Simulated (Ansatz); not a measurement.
Runs of Ansatz 0.2.0 on Cd2S. The structure is trigonal, space group P3m1 (No. 156). Conventional cell: a = 3.963 Å, b = 3.963 Å, c = 5.809 Å, α = 90.00°, β = 90.00°, γ = 120.00°. Cd (site symmetry 3m) has 1 S at 2.52 Å as nearest neighbours. Cd (site symmetry 3m) is surrounded by 3 S at 2.60 Å. S (site symmetry 3m) is surrounded by 4 Cd at 2.52 to 2.60 Å. The cell comes from a database or a generator and needn't be the stable form of this composition.

```csv
level,share of exact exchange,gap on the mesh (eV),pressure (GPa),largest force (eV/Å)
PBE0,0.25,1.85,-1.6,0.24
PBE0 form with a typed share of exact exchange,0.1,1.45,-0.9,0.12
PBE0 form with a typed share of exact exchange,0.35,2.13,-2.0,0.31
PBE0 form with a typed share of exact exchange,0.15,1.58,-1.1,(b)
PBE0 form with a typed share of exact exchange,0.5,2.51,-2.7,0.43
PBE0 form with a typed share of exact exchange,0,1.18,-0.4,(a)
```

Alike in all rows: task single point; potentials or basis Ansatz PAW; no spin polarisation; cell as given; k mesh 5 × 5 × 3; cutoff (eV) 420; smearing fermi-dirac 0.05 eV.

**Question.** Estimate the missing entries.

**Answer.** (a) 0.04; (b) 0.16.

Caveats: odd divisions of the mesh miss points on the zone boundary, where band edges often lie, so the gap on the mesh can be too wide; the PAW data sets come from PBE, with cores solved anew for the run's functional, which leaves a small shift of forces and pressure (some runs); the thresholds are loose for stress (some runs); the PAW data sets were made with another functional, which shifts forces and pressure a little (some runs).

A k mesh can miss the band edges, and the runs leave out spin-orbit coupling on Cd.
